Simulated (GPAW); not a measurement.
# V3Ge (Pm-3n) in GPAW: reference runs

How does V3Ge come out in PBEsol? The cell is run as given.

Program: GPAW 26.7.0. These are calculated values, not measurements. Logs are shortened: lines on timing, memory, paths and dates and some standing lists are left out, and cuts for length are marked. The log counts tension as positive stress, the text compression.

### 1 The crystal as given

It takes space group Pm-3n (No. 223, cubic). Conventional cell: a = 4.780 Å, b = 4.780 Å, c = 4.780 Å, α = 90.00°, β = 90.00°, γ = 90.00°. Ge (site symmetry m-3) is surrounded by 12 V at 2.67 Å. V (site symmetry -4m2) is surrounded by 2 V at 2.39 Å and 4 Ge at 2.67 Å.

### 2 Single point, PBEsol, collinear spin, ferromagnetic start

run.py

```python
from ase import Atoms
from ase.dft.bandgap import bandgap
from ase.io import write
from ase.units import Bohr, GPa
from gpaw import GPAW, PW, setup_paths
from gpaw.elf import elf_from_dft_calculation

setup_paths.insert(0, '.')

atoms = Atoms(['Ge', 'Ge', 'V', 'V', 'V', 'V', 'V', 'V'],
              cell=[[4.78, 0.0, 0.0],
                    [0.0, 4.78, 0.0],
                    [0.0, 0.0, 4.78]],
              scaled_positions=[[0.5, 0.5, 0.5],
                                [0.0, 0.0, 0.0],
                                [0.0, 0.5, 0.25],
                                [0.0, 0.5, 0.75],
                                [0.5, 0.25, 0.0],
                                [0.75, 0.0, 0.5],
                                [0.5, 0.75, 0.0],
                                [0.25, 0.0, 0.5]],
              pbc=True)
atoms.set_initial_magnetic_moments([0.0, 0.0, 2.0, 2.0, 2.0, 2.0, 2.0, 2.0])

calc = GPAW(mode=PW(600),
            xc='PBEsol',
            kpts={'size': (6, 6, 6), 'gamma': True},
            occupations={'name': 'fermi-dirac', 'width': 0.05},
            nbands=75,
            convergence={'density': 1e-05, 'energy': 1e-05},
            maxiter=150,
            txt='gpaw.txt')
atoms.calc = calc
energy = atoms.get_potential_energy()
forces = atoms.get_forces()
stress = atoms.get_stress()
calc.write('gs.gpw')
write('result.traj', atoms)
print(f'Energy: {energy:.6f} eV')
print('Forces (eV/A):')
print(forces.round(4))
print('Stress (GPa):', (stress / GPa).round(3))
print('Moments:', calc.get_magnetic_moments().round(3))
print('Fermi level:', round(calc.get_fermi_level(), 4), 'eV')
print(f'Gap: {bandgap(calc)[0]:.4f} eV, direct: {bandgap(calc, direct=True)[0]:.4f} eV')

# fields on the real-space grid
write('density.cube', atoms, data=calc.get_pseudo_density() * Bohr**3)
write('potential.cube', atoms, data=calc.get_electrostatic_potential())
write('spin.cube', atoms, data=(calc.get_pseudo_density(spin=0) - calc.get_pseudo_density(spin=1)) * Bohr**3)
write('elf.cube', atoms, data=elf_from_dft_calculation(calc).data)
```

Potentials or basis: PAW data sets generated in the run's folder for this functional, pw.

The run is started by

```console
gpaw-setup -f PBEsol Ge V
OMP_NUM_THREADS=1 python run.py
```

gpaw.txt:

```text
__  _  _
 | _ |_)|_||  |
 |__||  | ||/\| - 26.7.0

Input parameters:
  mode=PW(ecut=600.0),
  convergence={'density': 1e-05, 'energy': 1e-05},
  kpts=MonkhorstPack(size=(6, 6, 6), gamma=True),
  maxiter=150,
  nbands=75,
  occupations=Occupations(name='fermi-dirac', width=0.05),
  xc=XC(name='PBEsol')

Diagonalizing LCAO Hamiltonian
Converting LCAO to pw mode
    .-----------.
   /|           |
  / |           |
 * V|           |
 |  |           |
 |  |    Ge     |
 | VV-----V-----.
 | /     V     /
 |/     V     /
 Ge----------*

Atoms  # Å, Bohr magnetons
|   | symbol |        x |        y |        z |    initial magnetic moments |
|---|--------|----------|----------|----------|-----------------------------|
| 0 |     Ge | 2.390000 | 2.390000 | 2.390000 | ( 0.0000,  0.0000,  0.0000) |
| 1 |     Ge | 0.000000 | 0.000000 | 0.000000 | ( 0.0000,  0.0000,  0.0000) |
| 2 |      V | 0.000000 | 2.390000 | 1.195000 | ( 0.0000,  0.0000,  2.0000) |
| 3 |      V | 0.000000 | 2.390000 | 3.585000 | ( 0.0000,  0.0000,  2.0000) |
| 4 |      V | 2.390000 | 1.195000 | 0.000000 | ( 0.0000,  0.0000,  2.0000) |
| 5 |      V | 3.585000 | 0.000000 | 2.390000 | ( 0.0000,  0.0000,  2.0000) |
| 6 |      V | 2.390000 | 3.585000 | 0.000000 | ( 0.0000,  0.0000,  2.0000) |
| 7 |      V | 1.195000 | 0.000000 | 2.390000 | ( 0.0000,  0.0000,  2.0000) |

Unit cell  # Å
| periodic |        x |        y |        z |  lengths |    angles |
|----------|----------|----------|----------|----------|-----------|
|      yes | 4.780000 | 0.000000 | 0.000000 | 4.780000 | 90.000000 |
|      yes | 0.000000 | 4.780000 | 0.000000 | 4.780000 | 90.000000 |
|      yes | 0.000000 | 0.000000 | 4.780000 | 4.780000 | 90.000000 |

Number of symmetries: 24
Symmetry operations  # r_c * U_cc + t_c -> r_c
|    | kind |            matrix            |
|----|------|------------------------------|
|  0 |  E   |  1, 0, 0,  0, 1, 0,  0, 0, 1 |
|  1 |  σ   |  1, 0, 0,  0, 1, 0,  0, 0,-1 |
|  2 |  σ   |  1, 0, 0,  0,-1, 0,  0, 0, 1 |
|  3 |  C2  |  1, 0, 0,  0,-1, 0,  0, 0,-1 |
|  4 |  C3  |  0, 1, 0,  0, 0, 1,  1, 0, 0 |
|  5 |  S6  |  0, 1, 0,  0, 0, 1, -1, 0, 0 |
|  6 |  S6  |  0, 1, 0,  0, 0,-1,  1, 0, 0 |
|  7 |  C3  |  0, 1, 0,  0, 0,-1, -1, 0, 0 |
|  8 |  C3  |  0, 0, 1,  1, 0, 0,  0, 1, 0 |
|  9 |  S6  |  0, 0, 1,  1, 0, 0,  0,-1, 0 |
| 10 |  S6  |  0, 0, 1, -1, 0, 0,  0, 1, 0 |
| 11 |  C3  |  0, 0, 1, -1, 0, 0,  0,-1, 0 |
| 12 |  S6  |  0, 0,-1,  1, 0, 0,  0, 1, 0 |
| 13 |  C3  |  0, 0,-1,  1, 0, 0,  0,-1, 0 |
| 14 |  C3  |  0, 0,-1, -1, 0, 0,  0, 1, 0 |
| 15 |  S6  |  0, 0,-1, -1, 0, 0,  0,-1, 0 |
| 16 |  S6  |  0,-1, 0,  0, 0, 1,  1, 0, 0 |
| 17 |  C3  |  0,-1, 0,  0, 0, 1, -1, 0, 0 |
| 18 |  C3  |  0,-1, 0,  0, 0,-1,  1, 0, 0 |
| 19 |  S6  |  0,-1, 0,  0, 0,-1, -1, 0, 0 |
| 20 |  σ   | -1, 0, 0,  0, 1, 0,  0, 0, 1 |
| 21 |  C2  | -1, 0, 0,  0, 1, 0,  0, 0,-1 |
| 22 |  C2  | -1, 0, 0,  0,-1, 0,  0, 0, 1 |
| 23 |  i   | -1, 0, 0,  0,-1, 0,  0, 0,-1 |

BZ-sampling:
  Number of BZ points: 216
  Number of IBZ points: 24

  Monkhorst-Pack size: [6, 6, 6]
  Monkhorst-Pack shift: [0.08333333333333333, 0.08333333333333333, 0.08333333333333333]

K-points  # in reciprocal-cell coordinates
|     |                                coordinates |     weight |
|-----|--------------------------------------------|------------|
|   0 | (  0.00000000,   0.00000000,   0.00000000) | 0.00462963 |
|   1 | (  0.16666667,   0.00000000,   0.00000000) | 0.02777778 |
|   2 | (  0.16666667,   0.16666667,   0.00000000) | 0.05555556 |
|   3 | (  0.16666667,   0.16666667,   0.16666667) | 0.03703704 |
|   4 | (  0.33333333,   0.00000000,   0.00000000) | 0.02777778 |
|   5 | (  0.33333333,   0.00000000,   0.16666667) | 0.05555556 |
|   6 | (  0.33333333,   0.16666667,   0.00000000) | 0.05555556 |
|   7 | (  0.33333333,   0.16666667,   0.16666667) | 0.11111111 |
|   8 | (  0.33333333,   0.33333333,   0.00000000) | 0.05555556 |
|   9 | (  0.33333333,   0.33333333,   0.16666667) | 0.11111111 |
| ... |                                            |            |
|  23 | (  0.50000000,   0.50000000,   0.50000000) | 0.00462963 |

Plane wave coefficients: 3743
Cutoff: 600.0 eV

Spin-components: 2 (collinear spins)
Bands:           75
Projectors:      46
Spin-degeneracy: 1
Datatype:        complex128

Parallelization:
  kpt:    1
  domain: 1
  band:   1

Density:
  Valence electrons: 86.0
  Components: 2
  Grid points: [28 28 28]
  Charge: 0.0  # |e|

Potential:
  Grid points: [28 28 28]

species:
  Ge:
    name:    Germanium
    Z:       32.0
    valence: 4
    core:    28
    charge:  0.0  # [|e|]
    compensation charges:
      type: gauss
      rc: 0.32  # [Å]
      lmax: 2
    cutoffs:
      filter: 1.77  # [Å]
      core: 3.42  # [Å]
    projectors
    | kind |    occ | energy [eV] | rcut [Å] |
    |------|--------|-------------|----------|
    |   4s |  2.000 |     -11.738 |    1.005 |
    |   4p |  2.000 |      -3.898 |    1.005 |
    |    s |        |      15.473 |    1.005 |
    |    p |        |      23.314 |    1.005 |
    |    d |        |       0.000 |    1.005 |

    Using partial waves for Ge as LCAO basis

  V:
    name:    Vanadium
    Z:       23.0
    valence: 13
    core:    10
    charge:  0.0  # [|e|]
    compensation charges:
      type: gauss
      rc: 0.37  # [Å]
      lmax: 2
    cutoffs:
      filter: 2.14  # [Å]
      core: 0.96  # [Å]
    projectors
    | kind |    occ | energy [eV] | rcut [Å] |
    |------|--------|-------------|----------|
    |   3s |  2.000 |     -70.022 |    1.254 |
    |   4s |  2.000 |      -4.715 |    1.254 |
    |   3p |  6.000 |     -43.949 |    1.281 |
    |   4p |  0.000 |      -1.426 |    1.281 |
    |   3d |  3.000 |      -5.183 |    1.169 |
    |    d |        |      22.028 |    1.169 |

    Using partial waves for V as LCAO basis

Reference energy: -268867.951123  # eV

eigensolver:
  PPCG
  Converge bands: occupied
  niter=2

density mixing:
  MSR1-Mixer
  Pratt-step length: 0.05
  Maximum mixing coefficient: 0.75
  Old densities: 10
  SVD Regularization: 0.005
  Good broyden scale: 1.0
  Trust region scale: 1.0
  Backstep threshold: 4.0
  History deletion threshold: 6.0
  Fourier metric: weight=20.0, sigma=0.015

occupation numbers:
  Fermi-Dirac:
    width: 0.0500  # eV

poisson solver:
  ecut: 4800.0  # eV

xc functional:
  name: PBEsol with 2 nearest neighbor stencil

convergence criteria:
- Maximum integral of absolute [dens]ity change: 1e-05 electrons / valence electron
- Maximum [total energy] change in last 3 cyles: 1e-05 eV / valence electron
- Maximum integral of absolute [eigenst]ate change: 4e-08 eV^2 / valence electron
maximum number of iterations: 150

SCF iterations
|iter     | |      energy | eigst |  dens |  magmom |
|---------|-|-------------|-------|-------|---------|
|iter:   1| |  -66.390153 | +0.72 |       | +12.0355|
|iter:   2| |  -66.526187 | -0.96 | -0.87 | +11.6712|
|iter:   3| |  -70.967423 | -0.38 | -0.88 |  +5.3840|
|iter:   4| |  -67.384830 | -0.58 | -0.99 |  +6.4317|
|iter:   5| |  -67.546458 | -1.70 | -1.20 |  +3.4565|
|iter:   6| |  -67.646286 | -2.46 | -1.74 |  +1.4767|
|iter:   7| |  -67.655553 | -3.47 | -2.24 |  +0.8910|
|iter:   8| |  -67.657033 | -3.94 | -2.52 |  +0.5224|
|iter:   9| |  -67.657113 | -4.74 | -2.92 |  +0.4339|
|iter:  10| |  -67.657215c| -4.84 | -3.06 |  +0.2867|
|iter:  11| |  -67.657272c| -4.61 | -3.27 |  +0.0877|
|iter:  12| |  -67.657290c| -5.32 | -3.73 |  +0.0120|
|iter:  13| |  -67.657292c| -6.57 | -4.34 |  -0.0006|
|iter:  14| |  -67.657292c| -7.55c| -4.88 |  -0.0018|
|iter:  15| |  -67.657292c| -8.04c| -5.28c|  -0.0000|

Converged in 15 steps
Energy contributions relative to reference atoms: (reference = -268867.951123)

Energy contributions:
  Kinetic:           3.685005
  Coulomb:          -3.673449
  Zero:              0.826385
  External:          0.000000
  Xc:              -68.440437
  Entropy:          -0.109591
  Spinorbit:         0.000000
  ----------------------------
  Free energy:     -67.712087
  Extrapolated:    -67.657292

dipole moment: (-38.664961, -38.664961, -38.664961)  # |e|*Ang

Total magnetic moment: (0.000000, 0.000000, -0.000016)

Local magnetic moments
|        x |        y |         z |
|----------|----------|-----------|
| 0.000000 | 0.000000 | -0.000003 |  # Ge   0
| 0.000000 | 0.000000 | -0.000002 |  # Ge   1
| 0.000000 | 0.000000 |  0.000000 |  # V    2
| 0.000000 | 0.000000 |  0.000000 |  # V    3
| 0.000000 | 0.000000 |  0.000000 |  # V    4
| 0.000000 | 0.000000 |  0.000000 |  # V    5
| 0.000000 | 0.000000 |  0.000000 |  # V    6
| 0.000000 | 0.000000 |  0.000000 |  # V    7

Fermi level: 9.838
Eigenvalues  # (at kpt = [0.000, 0.000, 0.000])
| band index |      eig [eV] | occ [0-1] |      eig [eV] | occ [0-1] |
|------------|---------------|-----------|---------------|-----------|
|          0 |       -53.799 |     1.000 |       -53.799 |     1.000 |
|        ... |               |           |               |           |
|         36 |         7.938 |     1.000 |         7.938 |     1.000 |
|         37 |         8.065 |     1.000 |         8.065 |     1.000 |
|         38 |         8.908 |     1.000 |         8.908 |     1.000 |
|         39 |         9.348 |     1.000 |         9.348 |     1.000 |
|         40 |         9.348 |     1.000 |         9.348 |     1.000 |
|         41 |         9.348 |     1.000 |         9.348 |     1.000 |
[... 8 lines left out ...]
|         50 |        12.499 |     0.000 |        12.499 |     0.000 |
|         51 |        12.499 |     0.000 |        12.499 |     0.000 |
|        ... |               |           |               |           |
|         74 |        23.374 |     0.000 |        23.374 |     0.000 |

No gap
No difference between direct/indirect transitions

Forces  # eV/Ang
|        x |        y |        z |
|----------|----------|----------|
|  0.00000 |  0.00000 |  0.00000 |  # Ge   0
| -0.00000 | -0.00000 | -0.00000 |  # Ge   1
|  0.00000 |  0.00000 |  0.00000 |  # V    2
| -0.00000 |  0.00000 | -0.00000 |  # V    3
|  0.00000 |  0.00000 |  0.00000 |  # V    4
| -0.00000 | -0.00000 |  0.00000 |  # V    5
|  0.00000 | -0.00000 |  0.00000 |  # V    6
|  0.00000 |  0.00000 |  0.00000 |  # V    7

Stress tensor  # eV/Ang^3
|        x |        y |        z |
|----------|----------|----------|
| 0.045664 | 0.000000 | 0.000000 |
| 0.000000 | 0.045664 | 0.000000 |
| 0.000000 | 0.000000 | 0.045664 |

# Writing to gs.gpw (mode='')
```

Run time: 6.3 min. Hardware: 1 thread of Arm Neoverse V2, shared host; peak memory 0.43 GiB.

What came out:

```
Free energy            : -67.7121 eV
Pressure               : -7.3 GPa
Band gap on the k mesh : none (metal or under the smearing width)
Net moment             : 0.00 μB per cell
```

Levels at points of the mesh, in eV from the Fermi level:
Spin up:
| k point | band 40 | band 41 | band 42 | band 43 | band 44 | band 45 | band 46 | band 47 |
| --- | --- | --- | --- | --- | --- | --- | --- | --- |
| (0.00, 0.00, 0.00) | -0.49 | -0.49 | -0.49 | -0.05 | -0.05 | 1.81 | 1.81 | 1.81 |
| (0.50, 0.00, 0.00) | -0.71 | -0.63 | -0.63 | -0.46 | -0.46 | 1.16 | 1.16 | 1.72 |
| (0.50, 0.50, 0.00) | -0.01 | -0.01 | 0.35 | 0.35 | 0.44 | 0.44 | 0.54 | 0.68 |
| (0.50, 0.50, 0.50) | 0.02 | 0.02 | 0.02 | 0.02 | 0.02 | 0.07 | 0.07 | 0.07 |
Spin down:
| k point | band 41 | band 42 | band 43 | band 44 | band 45 | band 46 |
| --- | --- | --- | --- | --- | --- | --- |
| (0.00, 0.00, 0.00) | -0.49 | -0.49 | -0.05 | -0.05 | 1.81 | 1.81 |
| (0.50, 0.00, 0.00) | -0.63 | -0.63 | -0.46 | -0.46 | 1.16 | 1.16 |
| (0.50, 0.50, 0.00) | -0.01 | 0.35 | 0.35 | 0.44 | 0.44 | 0.54 |
| (0.50, 0.50, 0.50) | 0.02 | 0.02 | 0.02 | 0.02 | 0.07 | 0.07 |
